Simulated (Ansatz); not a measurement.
# AgH3IN: the cost of one run

Method: the levels named in each step, in Ansatz 0.2.0.

### Step 1. Starting point

Bond lengths: N1–Ag2 2.308 Å, Ag2–I3 2.583 Å, N1–H4 1.014 Å, N1–H5 1.014 Å, N1–H6 1.014 Å. Angles: N1–Ag2–I3 177.7°, Ag2–N1–H4 111.3°, Ag2–N1–H5 111.3°, Ag2–N1–H6 112.7°, H4–N1–H5 107.0°, H4–N1–H6 107.1°, H5–N1–H6 107.1°.

As a file:

```xyz
6

N     3.2027   -0.5727    1.1443
Ag    1.0519   -0.2239    0.3823
I    -1.3323    0.2684   -0.4816
H     3.8613    0.0488    0.6878
H     3.2732   -0.4001    2.1412
H     3.5265   -1.5199    0.9826
```

### Step 2. A rough first relaxation, PBE-D4/def2-SVP

This run stands in another session on the same molecule. It ended at:

```xyz
6

N     3.1619   -0.5601    1.1311
Ag    1.1243   -0.1982    0.4015
I    -1.2646    0.2292   -0.4544
H     3.8496    0.0550    0.6753
H     3.2438   -0.3981    2.1441
H     3.4683   -1.5273    0.9591
```

### Step 3. Relaxation, HF/def2-SVP

Input file input.yaml:

```yaml
crystal:
  periodic: [false, false, false]
  atoms:
    - { symbol: "N", position_ang: [3.16190589, -0.56006457, 1.13112298] }
    - { symbol: Ag, position_ang: [1.12430505, -0.19815295, 0.40151348] }
    - { symbol: I, position_ang: [-1.26458805, 0.2292083, -0.45442842] }
    - { symbol: H, position_ang: [3.8496048, 0.05503595, 0.67534145] }
    - { symbol: H, position_ang: [3.24378968, -0.39813942, 2.14408705] }
    - { symbol: H, position_ang: [3.46830263, -1.52729732, 0.95906347] }
basis:
  gaussian: { orbitals: def2-SVP }
hamiltonian:
  xc: hf
relax:
  f_tol: 0.002
  max_steps: 150
```

Run with:

```
ansatz run input.yaml --threads 2 --pin off --max-ram 5120MiB --backend cpu --events-out ev --progress --plain --runs-dir out
```

**Question.** How long does this run take on 2 threads of Intel Xeon at 2.50GHz (Skylake/Cascade Lake), shared host, and how much memory does it need?

About 28 s, with a peak of 0.19 GiB.
